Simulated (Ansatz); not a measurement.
# PIr (zincblende type): how the settings move a single-point run

Aim: see which settings change the result for PIr (zincblende type), by how much, and at what cost.

Computed with Ansatz 0.2.0 (reference: DFT, LDA, all-electron PAW with datasets made for the crystal, scalar-relativistic, unless a step's input says otherwise).

## Step 1: The system as given

The structure is cubic, space group F-43m (No. 216). Conventional cell: a = 3.810 Å, b = 3.810 Å, c = 3.810 Å, α = 90.00°, β = 90.00°, γ = 90.00°. Ir (site symmetry -43m) is surrounded by 4 P at 1.65 Å. P (site symmetry -43m) has 4 Ir at 1.65 Å in its first shell of neighbours.

Coordinates:

```cif
data_structure
_symmetry_space_group_name_H-M 'P 1'
_symmetry_Int_Tables_number 1
_cell_length_a 2.6943
_cell_length_b 2.6943
_cell_length_c 2.6943
_cell_angle_alpha 60.000
_cell_angle_beta 60.000
_cell_angle_gamma 60.000
_cell_volume 13.83
loop_
_atom_site_label
_atom_site_type_symbol
_atom_site_fract_x
_atom_site_fract_y
_atom_site_fract_z
_atom_site_occupancy
Ir1 Ir 0.00000 0.00000 0.00000 1
P1 P 0.25000 0.25000 0.25000 1
```

## Step 2: Reference

The input, input.yaml:

```yaml
crystal:
  lattice:
    - [0.0, 1.9051246022, 1.9051246022]
    - [1.9051246022, 0.0, 1.9051246022]
    - [1.9051246022, 1.9051246022, 0.0]
  atoms:
    - { symbol: Ir, position: [0.0, 0.0, 0.0] }
    - { symbol: P, position: [0.25, 0.25, 0.25] }
kpoints:
  mp_grid: { grid: [12, 12, 12] }
scf:
  occupations: { method: fermi_dirac, width: 0.05 }
hamiltonian:
  xc: lda
  pseudopotentials: { kind: all_electron, datasets: crystal }
output:
  forces: true
  stress: true
  eigenvalues: true
```

Started as:

```bash
$ ansatz run input.yaml --threads 1 --pin off --max-ram 2048MiB --backend cpu --events-out ev --progress --plain --runs-dir out
```

## Step 3: Changed: occupations.method tetrahedron, xc rpbe, accuracy medium, width left out

input.yaml, as its differences from that of step 2:

```diff
@@ -11,5 +11,5 @@
 scf:
-  occupations: { method: fermi_dirac, width: 0.05 }
+  occupations: { method: tetrahedron }
 hamiltonian:
-  xc: lda
+  xc: rpbe
   pseudopotentials: { kind: all_electron, datasets: crystal }
@@ -19 +19,2 @@
   eigenvalues: true
+accuracy: medium
```

Q: Predict the outcome of this session. Wanted: for each run, ending; energy change; pressure; gap; force.

The runs gave:

```
                                                                        run     ending   energy change  pressure (GPa)  gap (eV)  force (eV/Å)  cycles  time
                                                                  reference  converged               -          1233.1      0.00          0.00       9  49 s
1: occupations.method tetrahedron, xc rpbe, accuracy medium, width left out  converged  not comparable          1281.2      0.00          0.00       9  49 s
```

Residual by cycle in the longest SCF loop of each run; runs are numbered as in the table. The quantity is the density residual dr2, in eV.

```
cycle  reference    run 1
    1       2.91     2.54
    2      0.179    0.917
    3      0.037  0.00408
    4    0.00131  0.00127
    5     3.2e-5   9.2e-4
    6     1.8e-6   1.3e-4
    7     1.6e-7   6.4e-6
    8     1.5e-8   1.5e-7
    9     1.0e-9   2.1e-9
```

**Reading.** A change of functional puts the total energy on another scale; the pressure goes from 1233.1 to 1281.2 GPa. The smearing and accuracy level changed too. The structure is not at rest: the sound run finds 1233 GPa, so these are no properties of the relaxed crystal. The reference leaves spin out although Ir can carry a moment, so its state need not be the lowest.
